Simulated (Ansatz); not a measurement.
**CH7BOSi: how energies converge with the basis set**

The task here is to estimate one member of a computed series from the others.

Computed with Ansatz 0.2.0, Gaussian basis. Level: one geometry, several basis sets.

Levels to be run: PBE0-D4/def2-SVP; ωB97M-V/def2-SVP; PBE0-D4/def2-QZVPP; ωB97M-V/def2-QZVPP; the functionals' def2-TZVPP values are taken from earlier runs.

### Structure used throughout

All runs share one geometry, relaxed beforehand with PBE0-D4 in a triple-zeta def2 set.

11 atoms, charge 0, spin multiplicity 1.

Atoms are counted from 1 here; the program's logs count them from 0.

Bond lengths: B1–C2 1.547 Å, B1–H5 1.197 Å, B1–H6 1.194 Å, C2–O3 1.414 Å, C2–H7 1.106 Å, C2–H8 1.106 Å, O3–Si4 1.643 Å, Si4–H9 1.481 Å, Si4–H10 1.491 Å, Si4–H11 1.491 Å. Angles: C2–B1–H5 117.4°, C2–B1–H6 122.2°, H5–B1–H6 120.5°, B1–C2–O3 115.4°, B1–C2–H7 107.4°, B1–C2–H8 107.4°, O3–C2–H7 111.1°, O3–C2–H8 111.1°, H7–C2–H8 103.6°, C2–O3–Si4 121.8°, O3–Si4–H9 106.7°, O3–Si4–H10 110.8°, O3–Si4–H11 110.8°, H9–Si4–H10 110.4°, H9–Si4–H11 110.4°, H10–Si4–H11 107.8°.

Set-up of the first run:

The input, in.yaml:

```yaml
crystal:
  periodic: [false, false, false]
  atoms:
    - {symbol: B, position_ang: [-0.998011, 1.877448, -0.286500]}
    - {symbol: C, position_ang: [-0.120384, 0.611724, -0.435345]}
    - {symbol: O, position_ang: [-0.189461, -0.305374, 0.639130]}
    - {symbol: Si, position_ang: [0.681063, -1.699227, 0.646046]}
    - {symbol: H, position_ang: [-0.965461, 2.677740, -1.176225]}
    - {symbol: H, position_ang: [-1.686259, 2.064304, 0.670733]}
    - {symbol: H, position_ang: [-0.397885, 0.127405, -1.390564]}
    - {symbol: H, position_ang: [0.919776, 0.947671, -0.605921]}
    - {symbol: H, position_ang: [0.360724, -2.394028, 1.913542]}
    - {symbol: H, position_ang: [2.141279, -1.410544, 0.566259]}
    - {symbol: H, position_ang: [0.320120, -2.554019, -0.520553]}
basis:
  gaussian: {orbitals: def2-SVP}
hamiltonian: {xc: pbe0, dispersion: d4}
output: {orbitals: {seedname: orbitals}}
```

On the command line:

```console
$ ansatz run in.yaml --threads 2 --pin off --events-out ev --progress --plain --max-ram 4352MiB
```

Steps of the session up to this table: PBE0-D4 in def2-SVP; ωB97M-V in def2-SVP; PBE0-D4 in def2-QZVPP; ωB97M-V in def2-QZVPP.

One table of the session follows, with a row left open; its other results are not shown here.

It belongs to the step «Density functionals: the series». 

| functional | basis | HOMO (eV) |
| --- | --- | --- |
| PBE0-D4 | def2-SVP | -8.15 |
| PBE0-D4 | def2-TZVPP | -8.28 |
| PBE0-D4 | def2-QZVPP | ? |
| ωB97M-V | def2-SVP | -10.48 |
| ωB97M-V | def2-TZVPP | -10.64 |
| ωB97M-V | def2-QZVPP | -10.66 |

Q: Estimate the row for PBE0-D4, def2-QZVPP from the others.

The run gave: HOMO (eV): -8.30. In the column «HOMO (eV)» it lies between ωB97M-V, def2-SVP (-10.48) and PBE0-D4, def2-TZVPP (-8.28).
